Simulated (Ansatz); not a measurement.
# H2Br (doublet): from Hartree-Fock to the top rungs at distance H1–H2 along a hydrogen transfer = 0.745 Å, cc-pVTZ

Aim: climb from Hartree-Fock through coupled cluster and multireference methods for H2Br (doublet) at one geometry and basis, and see what each rung misses.

Program: Ansatz 0.2.0, Gaussian basis. Level of theory: cc-pVTZ, core rule «outside noble gas», up to 14 orbitals frozen. These are calculated values, not measurements.

Plan: UHF; CCSD(T) on ROHF; CCSD(T) on UHF; BCCD(T) on ROHF; CISD; CCSDT(Q) on ROHF; CCSDT(Q) on UHF; CASSCF and NEVPT2, 3 electrons in 3 orbitals; CASSCF and MRCISD+Q, 9 electrons in 6 orbitals; CASSCF and NEVPT2, 9 electrons in 6 orbitals.

7 further runs of the same task are left out: 1 for a mislabelled method, 4 that didn't finish, 2 set aside as unsound or not needed.

### Step 1. What is computed

The geometry derives from fragments relaxed apart (PBE0/def2-TZVP) and kept rigid, so it is no stationary point. A hydrogen atom is moved between rigid fragments. No spin-orbit coupling is included. The filled d shell of Br may be among the frozen orbitals whatever the setting's name suggests; the logs give the count.

3 atoms, charge 0, spin multiplicity 2.

Atoms are counted from 1 here; the program's logs count them from 0.

Bond lengths: H1–H2 0.745 Å.

### Step 2. UHF

in.yaml reads:

```yaml
crystal:
  periodic: [false, false, false]
  atoms:
    - {symbol: H, position_ang: [0.000000, 0.000000, -1.208000]}
    - {symbol: H, position_ang: [0.000000, 0.000000, -0.463000]}
    - {symbol: Br, position_ang: [0.000000, 0.000000, 1.671000]}
basis:
  gaussian: {orbitals: cc-pVTZ}
magnetization: {spin_polarized: true, initial_magnetization: 1}
hamiltonian: {xc: hf}
output: {orbitals: {seedname: orbitals}}
```

Run with:

```sh
$ ansatz run in.yaml --threads 1 --pin off --events-out ev --progress --plain --max-ram 2393MiB
```

The runs that follow: CCSD(T) on ROHF; CCSD(T) on UHF; BCCD(T) on ROHF; CISD; CCSDT(Q) on ROHF; CCSDT(Q) on UHF; CASSCF and NEVPT2, 3 electrons in 3 orbitals; CASSCF and MRCISD+Q, 9 electrons in 6 orbitals; CASSCF and NEVPT2, 9 electrons in 6 orbitals.

**Question.** What will the summary of the whole plan be? Wanted: UCCSDT(Q) below the RHF energy; RMP2 from UCCSDT(Q); UMP2 from UCCSDT(Q); RCCSD from UCCSDT(Q); RCCSD(T) from UCCSDT(Q); UCCSD(T) from UCCSDT(Q); RCCSDT(Q) from UCCSDT(Q); NEVPT2 pair from UCCSDT(Q); NEVPT2 valence from UCCSDT(Q).

The runs gave:

```
                         quantity                                                   value
   UCCSDT(Q) below the RHF energy                                              -5.6789 eV
              RMP2 from UCCSDT(Q)                                         +20.09 kcal/mol
              UMP2 from UCCSDT(Q)                                         +20.55 kcal/mol
             RCCSD from UCCSDT(Q)                                          +3.81 kcal/mol
          RCCSD(T) from UCCSDT(Q)                                          +0.51 kcal/mol
          UCCSD(T) from UCCSDT(Q)                                          +0.46 kcal/mol
         RCCSDT(Q) from UCCSDT(Q)                                          +0.06 kcal/mol
       NEVPT2 pair from UCCSDT(Q)                                         +19.67 kcal/mol
    NEVPT2 valence from UCCSDT(Q)                                         +30.08 kcal/mol
  MRCISD+Q valence from UCCSDT(Q)                                          +1.22 kcal/mol
levels within 1 kcal/mol (43 meV)  RCCSD(T), UCCSD(T), BCCD(T), RCCSDT, UCCSDT, RCCSDT(Q)
                    T1 diagnostic                                                   0.015
   effectively unpaired electrons                                                    1.00
```

RCCSD(T) lands +0.51 kcal/mol from the yardstick (0.4 % of the correlation energy). One determinant dominates. Of the multireference levels listed MRCISD+Q valence comes nearest in total energy (+1.22 kcal/mol), which doesn't show that its space is the better one. These misses are within one basis, not against nature; the frozen cores of restricted and unrestricted runs differ, which can shift their rows.
